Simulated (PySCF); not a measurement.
**InI with other numerical set-ups**

Which parts of the numerical set-up matter for InI? Each run edits the base script.

Program: PySCF 2.14.0. Level of theory: method and basis as typed in the scripts. These are calculated values, not measurements.

## (1) Starting geometry

InI: 2 atoms, charge 0, spin multiplicity 1.

Bond lengths: In1–I2 2.430 Å.

## (2) The run that the others are compared with

File input.py:

```python
from pyscf import gto, dft
from pyscf.geomopt.geometric_solver import optimize

mol = gto.M(
    atom='In 0 0 0; I 0 0 2.43',
    basis='sbkjc',
    ecp={'In': 'sbkjc', 'I': 'sbkjc'},
    charge=0,
    spin=0,
    verbose=4,
)
mf = dft.RKS(mol, xc='hse06')
mf.kernel()
g = mf.nuc_grad_method()
g.grid_response = True
mol_eq = optimize(g.as_scanner(), maxsteps=30)
print('optimised geometry (angstrom)')
print(mol_eq.tostring('raw'))
print('orbital energies (hartree):', mf.mo_energy[..., max(0, mol.nelec[1]-3):mol.nelec[0]+3].round(4))
```

The run is started by

```console
$ OMP_NUM_THREADS=1 python input.py
```

The log of this run is left out.

It gives: at the starting geometry E(SCF) = -200.643171 Eh, 11 cycles, optimised bond 2.822 Å in 7 steps; the optimisation lowers the energy by 0.796 eV.

## (3) Integration grid 2

Edit 1 changes integration grid: default → 2.

File input.py:

```python
from pyscf import gto, dft
from pyscf.geomopt.geometric_solver import optimize

mol = gto.M(
    atom='In 0 0 0; I 0 0 2.43',
    basis='sbkjc',
    ecp={'In': 'sbkjc', 'I': 'sbkjc'},
    charge=0,
    spin=0,
    verbose=4,
)
mf = dft.RKS(mol, xc='hse06')
mf.grids.level = 2
mf.kernel()
g = mf.nuc_grad_method()
g.grid_response = True
mol_eq = optimize(g.as_scanner(), maxsteps=30)
print('optimised geometry (angstrom)')
print(mol_eq.tostring('raw'))
print('orbital energies (hartree):', mf.mo_energy[..., max(0, mol.nelec[1]-3):mol.nelec[0]+3].round(4))
```

The run is started by

```console
$ OMP_NUM_THREADS=1 python input.py
```

## (4) Cartesian functions on

Edit 2 changes Cartesian functions: off → on.

input.py: that of step 2 with these lines changed.

```diff
@@ -9,2 +9,3 @@
     spin=0,
+    cart=True,
     verbose=4,
```

**Question.** What will these runs give? Wanted: for each run, E(SCF); from base; gap; after the SCF.

As calculated:

| run | E(SCF) (hartree) | from base (eV) | cycles | gap (eV) | functions | after the SCF |
| --- | --- | --- | --- | --- | --- | --- |
| base | -200.643171 | 0 | 11 | 4.17 | 39 | bond 2.822 Å, -0.796 eV |
| integration grid 2 | -200.643158 | +0.0003 | 11 | 4.17 | 39 | bond 2.822 Å, -0.796 eV |
| Cartesian functions on | -200.645252 | -0.0566 | 12 | 4.19 | 42 | bond 2.819 Å, -0.790 eV |

SCF columns refer to the geometry typed in the script.

**Reading.** The largest comparable shift of the SCF energy, -0.057 eV, comes with the run “Cartesian functions on”.
